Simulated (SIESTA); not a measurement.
NaLaHfTiO6 under changes of volume

One of the cells (12.849 Å³/atom); the others are scaled copies at fixed shape and fractional positions:

```
CELL_PARAMETERS angstrom
0.00000 4.00515 4.00515
4.00515 0.00000 4.00515
4.00515 4.00515 0.00000
ATOMIC_POSITIONS crystal
Hf 0.00000 0.00000 0.00000
La 0.75000 0.75000 0.75000
Ti 0.50000 0.50000 0.50000
Na 0.25000 0.25000 0.25000
O 0.74385 0.74385 0.25615
O 0.25615 0.25615 0.74385
O 0.74385 0.25615 0.74385
O 0.25615 0.74385 0.25615
O 0.25615 0.74385 0.74385
O 0.74385 0.25615 0.25615
```

The cell comes from a database or a generator and needn't be the stable form of this composition.

| Item | Value |
| --- | --- |
| Program | SIESTA 5.4.2 |
| Functional | LDA |
| Potentials or basis | PseudoDojo 0.4 standard (PBE and LDA files) |
| Basis | DZP (energy shift 0.003 Ry; two zetas on semicore shells) |
| Grid cutoff | 800 Ry |
| Energy shift | 0.003 Ry |
| k mesh | 4 × 4 × 4 |
| Occupations | fermi-dirac, width 0.05 eV |
| Spin | no spin polarisation |

| volume (Å³/atom) | energy over the lowest point (meV/atom) | pressure (GPa) | gap on the mesh (eV) | largest force (eV/Å) |
| --- | --- | --- | --- | --- |
| 12.078 | 3.48 | 4.4 | 2.18 | 0.215 |
| 12.335 | 0.00 | 0.0 | 2.15 | 0.174 |
| 12.592 | 3.19 | -3.9 | 2.11 | 0.133 |
| 12.849 | 12.29 | -7.4 | 2.07 | 0.102 |
| 13.106 | ? | ? | ? | ? |
| 13.363 | 45.98 | -13.4 | 2.00 | 0.040 |
| 13.620 | 69.47 | -15.8 | 1.96 | 0.013 |

Problem. What does the run at 13.106 Å³/atom give?

Solution. Energy over the lowest point 26.73 meV/atom; pressure -10.5 GPa; gap on the mesh 2.04 eV; largest force 0.069 eV/Å.

Worked out: A Birch-Murnaghan fit of order 3 (a polynomial in V^(-2/3)) to the other rows has its minimum at 12.34 Å³/atom with B0 = V·E''(V) = 199 GPa and B' = 4.3 at fixed shape and positions, which overstates the stiffness. It gives 26.75 meV/atom at 13.106 Å³/atom, against the run's 26.73, and -dE/dV = -10.6 GPa, against -10.5. A straight line through the other rows of the gap, of slope -1.85 eV per unit of ln V (its deformation potential), gives 2.03 eV, against the run's 2.04.

Energies are extrapolated to zero smearing.

Caveats: the potentials were made for another functional, which shifts forces and pressure; short orbitals over semicore shells can move pressures by several GPa; spin-orbit coupling is left out, which moves the levels of the heavy elements; the basis of atomic orbitals isn't converged, which shifts pressures, moduli and gaps.

A mesh can miss the band edges.
